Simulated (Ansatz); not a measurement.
The input (input.yaml):

```yaml
crystal:
  lattice:
    - [0.0, 4.2993, 4.2993]
    - [4.2993, 0.0, 4.2993]
    - [4.2993, 4.2993, 0.0]
  atoms:
    - { symbol: Mg, position: [-0.02095346, 0.02334765, 0.01872099] }
    - { symbol: O, position: [0.24725418, 0.25291025, 0.25273982] }
    - { symbol: Mg, position: [-0.01195688, 0.00071094, 0.51078781] }
    - { symbol: O, position: [0.24327507, 0.24784854, 0.76128016] }
    - { symbol: Mg, position: [-0.02095277, 0.47913899, 0.01872028] }
    - { symbol: O, position: [0.24725368, 0.74734868, 0.25274145] }
    - { symbol: Mg, position: [-0.00077174, 0.49932216, 0.50237999] }
    - { symbol: O, position: [0.24933254, 0.74941422, 0.7520904] }
    - { symbol: Mg, position: [0.49626295, -0.00364588, 0.01128229] }
    - { symbol: O, position: [0.74389202, 0.24399234, 0.26837773] }
    - { symbol: Mg, position: [0.50061659, 0.00071415, 0.5107877] }
    - { symbol: O, position: [0.74775643, 0.24784846, 0.76127719] }
    - { symbol: Mg, position: [0.52324111, 0.47914895, 0.0187145] }
    - { symbol: O, position: [0.75282831, 0.74734691, 0.25273133] }
    - { symbol: Mg, position: [0.500617, 0.48813434, 0.51078682] }
    - { symbol: O, position: [0.74775628, 0.74336978, 0.76127799] }
    - { symbol: H, position: [0.1829351, 0.68306602, -0.04881054] }
total_charge: 1
basis:
  ecutwfc: 420.0
kpoints:
  mp_grid: { grid: [2, 2, 2] }
hamiltonian:
  xc: lda
  pseudopotentials: { kind: paw, azcp: { folder: soft_1 } }
scf:
  occupations: { method: fermi_dirac, width: 0.02 }
  lower_state_search: "off"
neb:
  images: 3
  f_tol: 0.05
  initial_path: idpp
  max_iterations: 80
  final_atoms:
    - { symbol: Mg, position: [-0.02298265, 0.02117147, 0.02039856] }
    - { symbol: O, position: [0.25691524, 0.25251232, 0.25174517] }
    - { symbol: Mg, position: [-0.00035273, 0.01221035, 0.49886299] }
    - { symbol: O, position: [0.2530013, 0.24739847, 0.75223018] }
    - { symbol: Mg, position: [-0.00037076, 0.49966216, 0.01141705] }
    - { symbol: O, position: [0.25299165, 0.75302215, 0.24663027] }
    - { symbol: Mg, position: [0.00392276, 0.50395119, 0.50317896] }
    - { symbol: O, position: [0.25093346, 0.75095777, 0.75021896] }
    - { symbol: Mg, position: [0.5009951, 0.00102404, 0.00023886] }
    - { symbol: O, position: [0.75632627, 0.25635989, 0.25555155] }
    - { symbol: Mg, position: [0.52116979, 0.02119912, 0.47626125] }
    - { symbol: O, position: [0.75248999, 0.25251755, 0.75616605] }
    - { symbol: Mg, position: [0.52113639, 0.47705202, 0.02039285] }
    - { symbol: O, position: [0.7524841, 0.75694476, 0.25174453] }
    - { symbol: Mg, position: [0.51218185, 0.49967785, 0.49886051] }
    - { symbol: O, position: [0.74737374, 0.75303057, 0.75222889] }
    - { symbol: H, position: [0.3173458, 0.81739249, -0.18346028] }
  order_check: true
```

Run as:

```bash
$ ansatz run input.yaml --threads 1 --pin off --max-ram 3072MiB --backend cpu --events-out ev --progress --plain --runs-dir out
```

Hardware: 1 thread of Intel(R) Xeon(R) Platinum 8488C (Sapphire Rapids) (shared host).

**Question.** Roughly how long does this run take, and how much memory?

**Answer.** 3.1 min, with a peak of 0.65 GiB, for 7 band iterations.
